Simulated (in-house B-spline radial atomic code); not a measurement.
# Pm: a test of the box radius

Aim: see how the result and the number of iterations for Pm depend on the box radius.

The numbers are computed with in-house B-spline radial atomic code version 1 (non-relativistic exchange-only LDA (Slater), spherical fractional occupations, point nucleus, basis-set limit), except any that are marked as measured or tabulated.

## Step 1: The system

| Quantity | Value |
| --- | --- |
| element | promethium (Z = 61) |
| charge | 0 |
| electrons | 61 |
| configuration | [Xe] 4f5 6s2 |
| Hamiltonian | non-relativistic |
| nucleus | point |

The outer shells:

[Xe] 4f5 6s2
```
[Xe] core
4f [↑ ][↑ ][↑ ][↑ ][↑ ][  ][  ]
6s [↑↓]
```

The boxes only draw the filling; these runs are spin-restricted and spherical.

A run counts as converged when the orbital gradient is under the tolerance times 61 hartree (or under the basis's noise floor) and the energy moved by less than 1e-8 hartree times the root of its size. Energy differences under 3e-05 hartree are noise.

## Step 2: Reference run with standard settings

Input settings:

```ini
Z = 61
electrons = 61.0
configuration = [Xe] 4f5 6s2
hamiltonian = nr
method = lda,
spin_polarised = False
knot_spacing = 0.22
spline_order = 8
gauss_points = 12
box_radius = 50
max_iterations = 70
damping = 0.5
damped_steps = 3
diis_vectors = 10
tolerance = 1e-08
start = Thomas-Fermi
```

Launch:

```bash
python run_scf.py task.json out
```

The settings of every run stand in task.json; they run in order.

## Step 3: Box radius 2

Settings: those of step 2 with these lines changed.

```diff
@@ -9,3 +9,3 @@
 gauss_points = 12
-box_radius = 50
+box_radius = 2.0
 max_iterations = 70
```

## Step 4: Box radius 3

Settings: those of step 3 with these lines changed.

```diff
@@ -9,3 +9,3 @@
 gauss_points = 12
-box_radius = 2.0
+box_radius = 3.0
 max_iterations = 70
```

## Step 5: Box radius 5

Settings: those of step 4 with these lines changed.

```diff
@@ -9,3 +9,3 @@
 gauss_points = 12
-box_radius = 3.0
+box_radius = 5.0
 max_iterations = 70
```

## Step 6: Box radius 7.5

Settings: those of step 5 with these lines changed.

```diff
@@ -9,3 +9,3 @@
 gauss_points = 12
-box_radius = 5.0
+box_radius = 7.5
 max_iterations = 70
```

## Step 7: Box radius 10

Settings: those of step 6 with these lines changed.

```diff
@@ -9,3 +9,3 @@
 gauss_points = 12
-box_radius = 7.5
+box_radius = 10.0
 max_iterations = 70
```

## Step 8: Box radius 15

Settings: those of step 7 with these lines changed.

```diff
@@ -9,3 +9,3 @@
 gauss_points = 12
-box_radius = 10.0
+box_radius = 15.0
 max_iterations = 70
```

## Step 9: Box radius 25

Settings: those of step 8 with these lines changed.

```diff
@@ -9,3 +9,3 @@
 gauss_points = 12
-box_radius = 15.0
+box_radius = 25.0
 max_iterations = 70
```

## Step 10: Box radius 100

Settings: those of step 9 with these lines changed.

```diff
@@ -9,3 +9,3 @@
 gauss_points = 12
-box_radius = 25.0
+box_radius = 100
 max_iterations = 70
```

## Step 11: Box radius 200

Settings: those of step 10 with these lines changed.

```diff
@@ -9,3 +9,3 @@
 gauss_points = 12
-box_radius = 100
+box_radius = 200
 max_iterations = 70
```

Q: Which of these runs converge to the reference energy, which miss it and by about how much, and which fail?

As calculated:

| run | outcome | iterations | energy less the reference (hartree) |
| --- | --- | --- | --- |
| reference | converged | 11 | 0 |
| box radius 2 | converged | 9 | +27.2 |
| box radius 3 | converged | 9 | +4.67 |
| box radius 5 | converged | 10 | +0.431 |
| box radius 7.5 | converged | 11 | +0.0492 |
| box radius 10 | converged | 11 | +0.00637 |
| box radius 15 | converged | 11 | +9.27e-05 |
| box radius 25 | converged | 11 | below noise |
| box radius 100 | converged | 11 | below noise |
| box radius 200 | converged | 11 | below noise |

Of 9 changed inputs, 3 gave the reference energy within 3e-05 hartree and 6 converged to another value. The worst converged miss is +27.2 hartree (box radius 2): so small a box squeezes the electrons and raises the energy.
